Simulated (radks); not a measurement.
**W in [Kr] 4d10 4f14 5s2 5p5.75 5d4 6s2 7s0.25: an all-electron calculation**

What are the levels of neutral tungsten, how large are its shells, and how does its energy divide?

The numbers are computed with radks (a radial shooting solver on a logarithmic mesh, Libxc functionals) version 1 (Dirac Kohn-Sham, BP86, spin-unpolarised, spherical densities, finite nucleus; open shells are shared between the two j in proportion to 2j + 1), except any that are marked as measured or tabulated.

**1. What is computed**

```
element            : tungsten (Z = 74)
charge             : 0
electrons          : 74
configuration      : [Kr] 4d10 4f14 5s2 5p5.75 5d4 6s2 7s0.25
nuclear rms radius : 5.3658 fm
```

**2. The calculation**

The run's settings:

```text
Z 74
configuration [Kr] 4d10 4f14 5s2 5p5.75 5d4 6s2 7s0.25
relativity Dirac
functional b88,p86
spin unpolarised
j_filling average
nucleus finite rms 5.3658 fm
c 137.035999084
```

What does the calculation give?

As calculated:

| quantity | value |
| --- | --- |
| total energy | -16164.9244 hartree |
| exchange-correlation share of it | 2.02 % |
| −T/E | 1.1261 |
| highest occupied level | 7s1/2, -0.750 eV |
| most extended occupied level | 7s1/2, <r> = 11.2 bohr |
| radius at density 0.001 e/bohr³ | 4.69 bohr |
| maxima of the radial density | 5 |

7 principal shells are occupied and 5 maxima appear in the radial density; where shells overlap, one shows as a shoulder or not at all. Relativity lifts −T/E to 1.126. This is not the tabulated ground configuration, so its levels and sizes aren't those of the ground state, and no measured value stands beside it.
